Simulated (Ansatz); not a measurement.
# ZrH: a tetragonal deformation path

The task here is to estimate one member of a computed series from the others.

Computed with Ansatz 0.2.0 (DFT LDA, scalar-relativistic, plane waves, PAW, unless a step's input says otherwise).

1 further run of the same task is left out (set aside as unsound or not needed).

### The structure to begin with

Symmetry: P4_2/mmc, No. 131, tetragonal system. Conventional cell: a = 3.243 Å, b = 3.243 Å, c = 4.948 Å, α = 90.00°, β = 90.00°, γ = 90.00°. Zr (site symmetry mmm) is surrounded by 4 H at 2.04 Å. H (site symmetry -4m2) is surrounded by 4 Zr at 2.04 Å.

Structure file:

```cif
data_structure
_symmetry_space_group_name_H-M 'P4_2/mmc'
_symmetry_Int_Tables_number 131
_cell_length_a 3.2428
_cell_length_b 3.2428
_cell_length_c 4.9480
_cell_angle_alpha 90.000
_cell_angle_beta 90.000
_cell_angle_gamma 90.000
_cell_volume 52.03
loop_
_atom_site_label
_atom_site_type_symbol
_atom_site_symmetry_multiplicity
_atom_site_Wyckoff_symbol
_atom_site_fract_x
_atom_site_fract_y
_atom_site_fract_z
_atom_site_occupancy
Zr1 Zr 2 c 0.00000 0.50000 0.00000 1
H1 H 2 e 0.00000 0.00000 0.75000 1
```

Source of the structure: the Crystallography Open Database.

Set-up of the first run:

input.yaml reads:

```yaml
crystal:
  lattice:
    - [3.2427916985, 0.0, 0.0]
    - [0.0, 3.2427916985, 0.0]
    - [0.0, 0.0, 4.948]
  atoms:
    - { symbol: Zr, position: [0.0, 0.5, 0.0] }
    - { symbol: Zr, position: [0.5, 0.0, 0.5] }
    - { symbol: H, position: [0.0, 0.0, 0.75] }
    - { symbol: H, position: [0.0, 0.0, 0.25] }
basis:
  ecutwfc: 420
kpoints:
  mp_grid: { grid: [6, 6, 4] }
hamiltonian:
  xc: lda
scf:
  occupations: { method: gaussian, width: 0.1 }
output:
  forces: true
  stress: true
  eigenvalues: true
```

Steps of the session up to this table: A first look at the start; Zero of the scan; Point ρ = 0.850; ρ = 1.200; At ρ = 0.920; At ρ = 1.100; ρ = 0.960; Point ρ = 1.050.

One of the session's tables, all rows but one given; the rest of the session is left out.

```
    ρ  ΔE (meV/atom)  pressure (GPa)
0.850           29.9            -5.0
0.920              ?               ?
0.960            6.2            -4.8
1.000            0.0            -5.1
1.050            0.3            -5.5
1.100           10.4            -5.9
1.200           58.4            -6.6
```

**Question.** Estimate the row for ρ = 0.920.

Worked estimate for «ΔE (meV/atom)». A straight line through the neighbours (0.850, 29.9) and (0.960, 6.2) gives 29.9 + (6.2 − 29.9) × (0.920 − 0.850) / (0.960 − 0.850) = 14.8; a parabola fitted to 3 rows on both sides gives 13.7.

As computed: ΔE (meV/atom): 16.0; pressure (GPa): -4.6. In «ΔE (meV/atom)» the line misses by -1.2 and the parabola by -2.3.
